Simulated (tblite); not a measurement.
# C5H4F4O2: the cost of one run

The runs use tblite 0.8.0 and PySCF 2.14.0, with density-fitted response routines of our own; the level of theory stands in each step. All values are computed, except where a source is named. Atoms are numbered from 0 throughout.

## 1. Starting geometry

15 atoms, charge 0, multiplicity 1; geometry from: force field or distance geometry start.

Bonds of the start (Å): F0–C1 1.32, C1–C2 1.34, C2–O3 1.39, O3–C4 1.39, C4–C5 1.33, C5–F6 1.37, C5–O7 1.38, O7–C8 1.44, C8–F9 1.37, C8–F10 1.38, C1–H11 1.08, C2–H12 1.08, C4–H13 1.07, C8–H14 1.10.

## 2. Optimising the geometry with GFN2-xTB

What the job is given:

```
{"job": {"kind": "relax", "xc": "GFN2-xTB", "basis": "xTB"}, "charge": 0, "multiplicity": 1}
F      1.910400     1.215300    -0.831500
C      2.807500     0.260800    -0.666300
C      2.399300    -0.918900    -0.189100
O      1.029700    -1.011700     0.057900
C      0.400400    -0.082300     0.879100
C     -0.789000     0.414000     0.557300
F     -1.303400     1.336700     1.427100
O     -1.482600     0.046300    -0.579900
C     -2.902100    -0.065800    -0.390200
F     -3.433000    -0.434600    -1.599700
F     -3.354100     1.168400     0.015400
H      3.867100     0.361200    -0.865600
H      3.075500    -1.740300    -0.017800
H      0.905500     0.244800     1.768700
H     -3.135700    -0.785900     0.412600
```

The run is started by

```sh
> OMP_NUM_THREADS=1 python probes_run.py task.json out
```

One launch serves the whole session: the jobs run in the order shown.

**Question.** How long does this first job take on 1 thread of Arm Neoverse N1, shared host, and how much memory does it need?

About 1.9 s, with a peak of 0.18 GiB.
